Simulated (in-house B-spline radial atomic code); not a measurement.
**Ru²⁵⁺: excited configurations in jj coupling**

Aim: the energies of several excited configurations of Ru²⁵⁺ above a reference configuration, each from its own self-consistent run.

The numbers are computed with in-house B-spline radial atomic code version 1 (Dirac-Hartree-Fock, average of configuration, Fermi nucleus, basis-set limit), except any that are marked as measured or tabulated.

### Step 1. The system

- element: ruthenium (Z = 44)
- charge: +25
- electrons: 19
- configuration: 1s2 2s2 2p6 3s2 3p6 3d-1
- Hamiltonian: Dirac-Coulomb
- nucleus: Fermi, rms radius 4.481 fm

In configurations, a minus sign after the shell means j = l − 1/2 and a plus sign j = l + 1/2; the count of electrons follows.

Input settings:

```ini
Z = 44
electrons = 19.0
configuration = 1s2 2s2 2p6 3s2 3p6 3d-1
hamiltonian = dirac
method = hf
spin_polarised = False
nucleus = fermi
rms_radius = 4.4809
mass_number = 102
atomic_mass = 101.904340312
speed_of_light = 137.035999084
```

The reference is known from an earlier run: -4131.680015 hartree in all. Up to eight levels, counted from the top:

```tsv
orbital	occupation	energy (eV)	<r> (bohr)
1s1/2	2	-23349.6	0.03343
2s1/2	2	-4356.48	0.1437
2p1/2	2	-4104.83	0.1225
2p3/2	4	-3968.64	0.1269
3s1/2	2	-1513.55	0.3664
3p1/2	2	-1415.91	0.3541
3p3/2	4	-1382.67	0.3621
3d3/2	1	-1255.59	0.3209
```

### Step 2. 1s2 2s2 2p6 3s2 3p-1 3p+4 3d+1 6g-1

The settings differ from step 1 so:

```diff
@@ -2,3 +2,3 @@
 electrons = 19.0
-configuration = 1s2 2s2 2p6 3s2 3p6 3d-1
+configuration = 1s2 2s2 2p6 3s2 3p-1 3p+4 3d+1 6g-1
 hamiltonian = dirac
```

From the run's result record (rounded, not every field):

```text
{
  "status": "converged",
  "scf [iteration, energy, orbital gradient]": [
    [1, -4064.81484242, 4.19],
    [2, -4088.83780913, 0.376],
    [3, -4089.01752636, 0.17],
    [4, -4089.05434968, 0.0771],
    [5, -4089.06378383, 0.00742],
    [6, -4089.06386865, 6.03e-05],
    [7, -4089.06386866, 1.4e-06],
    [8, -4089.06386866, 5.29e-08]
  ],
  "energy [hartree]": {"total": -4089.06386866, "kinetic": 4271.15964547, "nuclear": -9068.87515199, "coulomb": 799.656769736, "exact_exchange": -91.0051318789},
  "breit [hartree]": {"gaunt": 2.956171, "retardation": -0.28422, "frequency_dependence": -0.02227888},
  "qed [hartree]": {"self_energy": 2.137339, "uehling": -0.2525687, "wichmann_kroll": 0.004143881},
  "recoil [hartree]": 0.01652447,
  "total_with_corrections [hartree]": -4084.50875741,
  "orbitals [hartree, bohr; first row names the columns]": [
    ["name", "occ", "eps", "<r>"],
    ["1s1/2", 2.0, -860.84401, 0.033426],
    ["2s1/2", 2.0, -162.40066, 0.14352],
    ["2p1/2", 2.0, -153.00088, 0.12239],
    ["2p3/2", 4.0, -148.29041, 0.12677],
    ["3s1/2", 2.0, -57.05011, 0.36389],
    ["3p1/2", 1.0, -53.60903, 0.35101],
    ["3p3/2", 4.0, -52.485709, 0.3585],
    ["3d5/2", 1.0, -47.673445, 0.31928],
    ["6g7/2", 1.0, -9.4339733, 1.6782]
  ],
  "sum_r [bohr^k]": {"-1": 206.1124, "1": 5.615992, "2": 4.494034},
  "energy_minus_base [hartree]": 42.6161468,
  "energy_minus_base_with_corrections [hartree]": 42.5610848
}
```

Wall time 0.49 s (1 thread, shared host).

energy_minus_base is the energy less that of the reference run.

### Step 3. 1s2 2s2 2p6 3s2 3p-2 3p+3 3d-1 6d-1

The settings differ from step 2 so:

```diff
@@ -2,3 +2,3 @@
 electrons = 19.0
-configuration = 1s2 2s2 2p6 3s2 3p-1 3p+4 3d+1 6g-1
+configuration = 1s2 2s2 2p6 3s2 3p-2 3p+3 3d-1 6d-1
 hamiltonian = dirac
```

Results of the run:

```text
{
  "status": "converged",
  "scf [iteration, energy, orbital gradient]": [
    [1, -4066.76152308, 4.47],
    [2, -4090.82205954, 0.618],
    [3, -4090.98962167, 0.263],
    [4, -4091.02357299, 0.114],
    [5, -4091.03223763, 0.0153],
    [6, -4091.03232949, 0.000995],
    [7, -4091.03232963, 0.000363],
    [8, -4091.03232963, 0.000323],
    [9, -4091.03232964, 3.13e-05],
    [10, -4091.03232964, 1.79e-06],
    [11, -4091.03232964, 2.37e-07]
  ],
  "energy [hartree]": {"total": -4091.03232964, "kinetic": 4275.89811571, "nuclear": -9076.70369394, "coulomb": 800.882683061, "exact_exchange": -91.1094344741},
  "breit [hartree]": {"gaunt": 2.984491, "retardation": -0.2846004, "frequency_dependence": -0.02115161},
  "qed [hartree]": {"self_energy": 2.134443, "uehling": -0.2526131, "wichmann_kroll": 0.004144693},
  "recoil [hartree]": 0.01649206,
  "total_with_corrections [hartree]": -4086.45112477,
  "orbitals [hartree, bohr; first row names the columns]": [
    ["name", "occ", "eps", "<r>"],
    ["1s1/2", 2.0, -860.68469, 0.033427],
    ["2s1/2", 2.0, -162.30793, 0.14355],
    ["2p1/2", 2.0, -153.15653, 0.1223],
    ["2p3/2", 4.0, -148.06063, 0.12694],
    ["3s1/2", 2.0, -57.04707, 0.3641],
    ["3p1/2", 2.0, -53.643645, 0.35123],
    ["3p3/2", 3.0, -52.440945, 0.35877],
    ["3d3/2", 1.0, -47.698652, 0.32093],
    ["6d3/2", 1.0, -10.315325, 1.8111]
  ],
  "sum_r [bohr^k]": {"-1": 206.2904, "1": 5.74537, "2": 5.027691},
  "energy_minus_base [hartree]": 40.6476858,
  "energy_minus_base_with_corrections [hartree]": 40.6187174
}
```

Run time: 0.67 s. Hardware: 1 thread, shared host.

Radial density 4πr²n(r) and radial functions P(r) = rR(r):

```tsv
r (bohr)	4πr²n	3p3/2	3d3/2	6d3/2
0.00283	6.036	0.0091	0.0001	0.0000
0.00424	11.47	0.0196	0.0003	0.0001
0.00637	20.56	0.0417	0.0008	0.0002
0.00956	33.56	0.0866	0.0025	0.0007
0.0143	47.71	0.1727	0.0075	0.0022
0.0215	56.27	0.3291	0.0221	0.0064
0.0323	53.19	0.5764	0.0625	0.0181
0.0485	48.00	0.8849	0.1658	0.0475
0.0728	58.83	1.0869	0.3995	0.1117
0.109	66.26	0.8349	0.8341	0.2196
0.164	39.60	-0.1648	1.4371	0.3179
0.246	26.19	-1.4545	1.8467	0.2041
0.369	26.19	-1.8085	1.5525	-0.2925
0.554	6.882	-0.9401	0.6979	-0.5761
0.832	0.3126	-0.1721	0.1638	0.3141
1.25	0.1320	-0.0072	0.0330	0.3614
1.87	0.8845	0.0000	-0.0673	-0.9381
2.81	0.1310	0.0000	-0.0259	-0.3610
4.22	0.0001052	0.0000	-0.0007	-0.0102
6.34	2.867e-11	0.0000	0.0000	0.0000
```

On the record's full grid the radial density has clear maxima near r = 0.021, 0.11, 0.30, 1.0, 1.9 bohr.

X-ray form factor of the spherical density:

```tsv
sinθ/λ (1/Å)	f (electrons)
0	19.000
0.1	18.658
0.2	17.904
0.3	17.175
0.4	16.564
0.6	15.068
0.8	13.226
1	11.498
1.4	8.630
1.8	6.879
2.5	5.253
4	2.896
6	1.473
```

### Step 4. Run with 1s2 2s2 2p6 3s2 3p-2 3p+3 3d-1 7p-1

The settings differ from step 3 so:

```diff
@@ -2,3 +2,3 @@
 electrons = 19.0
-configuration = 1s2 2s2 2p6 3s2 3p-2 3p+3 3d-1 6d-1
+configuration = 1s2 2s2 2p6 3s2 3p-2 3p+3 3d-1 7p-1
 hamiltonian = dirac
```

Results of the run:

```text
{
  "status": "converged",
  "scf [iteration, energy, orbital gradient]": [
    [1, -4064.38268791, 4.47],
    [2, -4088.39583341, 0.354],
    [3, -4088.58204703, 0.159],
    [4, -4088.62008321, 0.0714],
    [5, -4088.62977652, 0.00752],
    [6, -4088.62986691, 7.32e-05],
    [7, -4088.62986692, 1.33e-06],
    [8, -4088.62986692, 5.91e-08]
  ],
  "energy [hartree]": {"total": -4088.62986692, "kinetic": 4273.61062708, "nuclear": -9068.5226252, "coulomb": 797.37414941, "exact_exchange": -91.0920182063},
  "breit [hartree]": {"gaunt": 2.985391, "retardation": -0.2846517, "frequency_dependence": -0.02115364},
  "qed [hartree]": {"self_energy": 2.13451, "uehling": -0.2526205, "wichmann_kroll": 0.004144826},
  "recoil [hartree]": 0.01648837,
  "total_with_corrections [hartree]": -4084.04775864,
  "orbitals [hartree, bohr; first row names the columns]": [
    ["name", "occ", "eps", "<r>"],
    ["1s1/2", 2.0, -860.87895, 0.033427],
    ["2s1/2", 2.0, -162.5127, 0.14355],
    ["2p1/2", 2.0, -153.36001, 0.12229],
    ["2p3/2", 4.0, -148.26686, 0.12694],
    ["3s1/2", 2.0, -57.229396, 0.36401],
    ["3p1/2", 2.0, -53.829984, 0.35107],
    ["3p3/2", 3.0, -52.62371, 0.35866],
    ["3d3/2", 1.0, -48.068661, 0.31724],
    ["7p1/2", 1.0, -7.7184407, 2.4927]
  ],
  "sum_r [bohr^k]": {"-1": 206.1044, "1": 6.422326, "2": 8.257744},
  "energy_minus_base [hartree]": 43.0501485,
  "energy_minus_base_with_corrections [hartree]": 43.0220836
}
```

Run time: 0.55 s. Hardware: 1 thread, shared host.

### Step 5. Run with 1s2 2s2 2p6 3s2 3p6 5f+1

The settings differ from step 4 so:

```diff
@@ -2,3 +2,3 @@
 electrons = 19.0
-configuration = 1s2 2s2 2p6 3s2 3p-2 3p+3 3d-1 7p-1
+configuration = 1s2 2s2 2p6 3s2 3p6 5f+1
 hamiltonian = dirac
```

Results of the run:

```text
{
  "status": "converged",
  "scf [iteration, energy, orbital gradient]": [
    [1, -4076.91327733, 4.09],
    [2, -4099.42758913, 0.272],
    [3, -4099.53616405, 0.126],
    [4, -4099.5592332, 0.0584],
    [5, -4099.56547473, 0.00423],
    [6, -4099.56551004, 4.94e-05],
    [7, -4099.56551004, 9.5e-07],
    [8, -4099.56551004, 5.67e-08]
  ],
  "energy [hartree]": {"total": -4099.56551004, "kinetic": 4284.5378278, "nuclear": -9096.83023018, "coulomb": 806.496502165, "exact_exchange": -93.7696098317},
  "breit [hartree]": {"gaunt": 3.000181, "retardation": -0.2880145, "frequency_dependence": -0.02215265},
  "qed [hartree]": {"self_energy": 2.136894, "uehling": -0.2526057, "wichmann_kroll": 0.004144692},
  "recoil [hartree]": 0.01661852,
  "total_with_corrections [hartree]": -4094.97044505,
  "orbitals [hartree, bohr; first row names the columns]": [
    ["name", "occ", "eps", "<r>"],
    ["1s1/2", 2.0, -860.33726, 0.033432],
    ["2s1/2", 2.0, -162.24826, 0.14355],
    ["2p1/2", 2.0, -152.96333, 0.12222],
    ["2p3/2", 4.0, -148.0545, 0.12676],
    ["3s1/2", 2.0, -56.995535, 0.36353],
    ["3p1/2", 2.0, -53.317318, 0.3511],
    ["3p3/2", 4.0, -52.232088, 0.3585],
    ["5f7/2", 1.0, -13.968838, 1.1602]
  ],
  "sum_r [bohr^k]": {"-1": 206.7478, "1": 5.128914, "2": 2.875835},
  "energy_minus_base [hartree]": 32.1145054,
  "energy_minus_base_with_corrections [hartree]": 32.0993972
}
```

Wall time 0.31 s (1 thread, shared host).

### Step 6. Configuration 1s2 2s2 2p6 3s2 3p-2 3p+3 3d-1 5d+1

The settings differ from step 5 so:

```diff
@@ -2,3 +2,3 @@
 electrons = 19.0
-configuration = 1s2 2s2 2p6 3s2 3p6 5f+1
+configuration = 1s2 2s2 2p6 3s2 3p-2 3p+3 3d-1 5d+1
 hamiltonian = dirac
```

Results of the run:

```text
{
  "status": "converged",
  "scf [iteration, energy, orbital gradient]": [
    [1, -4071.43748488, 4.47],
    [2, -4095.43786409, 0.355],
    [3, -4095.6187876, 0.16],
    [4, -4095.65586703, 0.0719],
    [5, -4095.66535595, 0.0074],
    [6, -4095.66544217, 6.89e-05],
    [7, -4095.66544218, 1.29e-06],
    [8, -4095.66544218, 7.96e-08]
  ],
  "energy [hartree]": {"total": -4095.66544218, "kinetic": 4280.4834151, "nuclear": -9091.6772119, "coulomb": 806.681431535, "exact_exchange": -91.1530769152},
  "breit [hartree]": {"gaunt": 2.984304, "retardation": -0.2848743, "frequency_dependence": -0.0211596},
  "qed [hartree]": {"self_energy": 2.134432, "uehling": -0.2526032, "wichmann_kroll": 0.00414453},
  "recoil [hartree]": 0.01650231,
  "total_with_corrections [hartree]": -4091.08469633,
  "orbitals [hartree, bohr; first row names the columns]": [
    ["name", "occ", "eps", "<r>"],
    ["1s1/2", 2.0, -860.34171, 0.033427],
    ["2s1/2", 2.0, -161.97349, 0.14356],
    ["2p1/2", 2.0, -152.80792, 0.1223],
    ["2p3/2", 4.0, -147.73049, 0.12696],
    ["3s1/2", 2.0, -56.753358, 0.36428],
    ["3p1/2", 2.0, -53.344778, 0.35141],
    ["3p3/2", 3.0, -52.147957, 0.359],
    ["3d3/2", 1.0, -47.573951, 0.3176],
    ["5d5/2", 1.0, -14.754806, 1.2095]
  ],
  "sum_r [bohr^k]": {"-1": 206.6307, "1": 5.141903, "2": 2.974946},
  "energy_minus_base [hartree]": 36.0145733,
  "energy_minus_base_with_corrections [hartree]": 35.9851459
}
```

It took 0.43 s on 1 thread, shared host.

### Step 7. 1s2 2s2 2p6 3s2 3p6 3d+1

The settings differ from step 6 so:

```diff
@@ -2,3 +2,3 @@
 electrons = 19.0
-configuration = 1s2 2s2 2p6 3s2 3p-2 3p+3 3d-1 5d+1
+configuration = 1s2 2s2 2p6 3s2 3p6 3d+1
 hamiltonian = dirac
```

Results of the run:

```text
{
  "status": "converged",
  "scf [iteration, energy, orbital gradient]": [
    [1, -4108.17262132, 4.07],
    [2, -4131.23367171, 0.278],
    [3, -4131.40932988, 0.127],
    [4, -4131.44523404, 0.0578],
    [5, -4131.45442791, 0.00546],
    [6, -4131.45450951, 6.03e-05],
    [7, -4131.45450951, 1.2e-06],
    [8, -4131.45450951, 6.72e-08]
  ],
  "energy [hartree]": {"total": -4131.45450952, "kinetic": 4316.1170332, "nuclear": -9192.82318367, "coulomb": 840.310604622, "exact_exchange": -95.0589636702},
  "breit [hartree]": {"gaunt": 3.010591, "retardation": -0.2912353, "frequency_dependence": -0.02211434},
  "qed [hartree]": {"self_energy": 2.135616, "uehling": -0.2524468, "wichmann_kroll": 0.004142079},
  "recoil [hartree]": 0.0165736,
  "total_with_corrections [hartree]": -4126.85338332,
  "orbitals [hartree, bohr; first row names the columns]": [
    ["name", "occ", "eps", "<r>"],
    ["1s1/2", 2.0, -858.10974, 0.033431],
    ["2s1/2", 2.0, -160.11864, 0.14372],
    ["2p1/2", 2.0, -150.75857, 0.12236],
    ["2p3/2", 4.0, -145.92758, 0.12698],
    ["3s1/2", 2.0, -55.628698, 0.36641],
    ["3p1/2", 2.0, -51.871315, 0.3545],
    ["3p3/2", 4.0, -50.900855, 0.36181],
    ["3d5/2", 1.0, -45.915176, 0.32312]
  ],
  "sum_r [bohr^k]": {"-1": 208.9294, "1": 4.319133, "2": 1.486621},
  "energy_minus_base [hartree]": 0.225505921,
  "energy_minus_base_with_corrections [hartree]": 0.216458896
}
```

Run time: 0.28 s. Hardware: 1 thread, shared host.

### Step 8. The excitation energies

| net move | configuration | energy above the reference (eV) | with Breit, QED, recoil (eV) | largest <r> (bohr) |
| --- | --- | --- | --- | --- |
| 3d3/2 → 3d5/2 | 1s2 2s2 2p6 3s2 3p6 3d+1 | 6.136 | 5.890 | 0.366 |
| 3d3/2 → 5f7/2 | 1s2 2s2 2p6 3s2 3p6 5f+1 | 873.88 | 873.47 | 1.16 |
| 3p3/2 → 5d5/2 | 1s2 2s2 2p6 3s2 3p-2 3p+3 3d-1 5d+1 | 980.01 | 979.21 | 1.21 |
| 3p3/2 → 6d3/2 | 1s2 2s2 2p6 3s2 3p-2 3p+3 3d-1 6d-1 | 1106.08 | 1105.29 | 1.81 |
| 3d3/2, 3p1/2 → 3d5/2, 6g7/2 | 1s2 2s2 2p6 3s2 3p-1 3p+4 3d+1 6g-1 | 1159.64 | 1158.15 | 1.68 |
| 3p3/2 → 7p1/2 | 1s2 2s2 2p6 3s2 3p-2 3p+3 3d-1 7p-1 | 1171.45 | 1170.69 | 2.49 |

**Reading.** The energies run from 6.136 eV (3d3/2 → 3d5/2) to 1171.45 eV (3p3/2 → 7p1/2). Two partly filled shells share a symmetry and can mix in the average, which may lower the energy, for: 3p3/2 → 6d3/2. These are averages over configurations, without correlation, not spectroscopic levels.
